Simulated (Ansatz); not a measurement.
This script drives Ansatz 0.2.0, Python API.

The script, `run_polymorphs.py`:
```python
'''Relative energies of ScB2 phases, after relaxing atoms and volume at fixed cell shape.'''

import warnings

import ansatz as az
import numpy as np
import spglib

PHASES = {
    'Fd-3m': (
        [(0.0, 3.062986, 3.062986), (3.062986, 0.0, 3.062986), (3.062986, 3.062986, 0.0)],
        [
            ('Sc', (0.25, 0.25, 0.25)),
            ('Sc', (0.0, 0.0, 0.0)),
            ('B', (0.625, 0.625, 0.625)),
            ('B', (0.125, 0.625, 0.625)),
            ('B', (0.625, 0.125, 0.625)),
            ('B', (0.625, 0.625, 0.125)),
        ],
    ),
    'P6/mmm': (
        [(3.15, 0.0, 0.0), (-1.575, 2.72798, 0.0), (0.0, 0.0, 3.52)],
        [
            ('Sc', (0.0, 0.0, 0.0)),
            ('B', (1 / 3, 2 / 3, 0.5)),
            ('B', (2 / 3, 1 / 3, 0.5)),
        ],
    ),
}


def build(vectors, sites):
    crystal = az.Crystal(lattice=az.Lattice.of(vectors))
    for symbol, position in sites:
        crystal = crystal.atom(symbol, position)
    return crystal


def solve(name, crystal):
    calc = (
        crystal.calculation()
        .basis(510)
        .functional('lda')
        .kpoints(spacing=0.14)
        .occupations('cold', width=0.05)
        .stress()
        .band_table()
    )
    calc = calc.relax(force_tolerance=0.03, fix_cell=['shape'])
    return calc.run()


def pressure_gpa(outcome):
    return float(np.trace(outcome.report['stress_gpa']) / 3)


def volume_per_atom(outcome):
    return abs(np.linalg.det(outcome.lattice.cell_ang)) / len(outcome.lattice.sites)


def space_group(outcome):
    sites = outcome.report['lattice']['sites']
    kinds = sorted({site['symbol'] for site in sites})
    cell = (outcome.lattice.cell_ang, [site['position_frac'] for site in sites], [kinds.index(site['symbol']) for site in sites])
    return spglib.get_spacegroup(cell, symprec=0.01)


def main() -> None:
    warnings.simplefilter('ignore', az.DeckWarning)

    phases = {name: build(*cell) for name, cell in PHASES.items()}

    done = {name: solve(name, crystal) for name, crystal in phases.items()}

    energy = {name: o.report['energy_sigma0_ev'] / len(o.lattice.sites) for name, o in done.items()}
    lowest = min(energy.values())
    rows = [(name, len(o.lattice.sites), 1000 * (energy[name] - lowest), pressure_gpa(o), volume_per_atom(o), space_group(o)) for name, o in done.items()]
    rows.sort(key=lambda row: row[2])
    print('| phase | atoms | dE (meV/atom) | P (GPa) | V (A^3/atom) | space group |')
    print('| --- | --- | --- | --- | --- | --- |')
    for row in rows:
        print(f'| {row[0]} | {row[1]:d} | {row[2]:.1f} | {row[3]:.2f} | {row[4]:.3f} | {row[5]} |')
    print('order:', ' < '.join(row[0] for row in rows))


if __name__ == '__main__':
    main()
```

It is started by `python run_polymorphs.py`. Estimate its wall time and peak memory on 1 thread of AMD EPYC 9R45 96-Core Processor (Zen 5), on a shared host.

It took about 18 s, with a peak of 0.53 GiB, for 2 runs of the engine.

Output of `python run_polymorphs.py`:
```text
| phase | atoms | dE (meV/atom) | P (GPa) | V (A^3/atom) | space group |
| --- | --- | --- | --- | --- | --- |
| P6/mmm | 3 | 0.0 | 0.01 | 9.582 | P6/mmm (191) |
| Fd-3m | 6 | 875.6 | 0.04 | 9.064 | Fd-3m (227) |
order: P6/mmm < Fd-3m
```

By space group at the end of each run: P6/mmm (+0 meV an atom, 9.6 Å³) and Fd-3m (+876 meV an atom, 9.1 Å³).

The run is spin-unpolarised. Atoms and volume are relaxed with the cell's shape held, which in cells of lower than cubic symmetry can hide stresses and shift volumes. Pressure is positive in compression. The cells come from databases of deposited and of computed structures, and not all need be stable phases. The ranking holds among these structures alone, at zero temperature; the ground state may be another structure. Differences under 10 to 15 meV an atom lie within the error of mesh and functional.
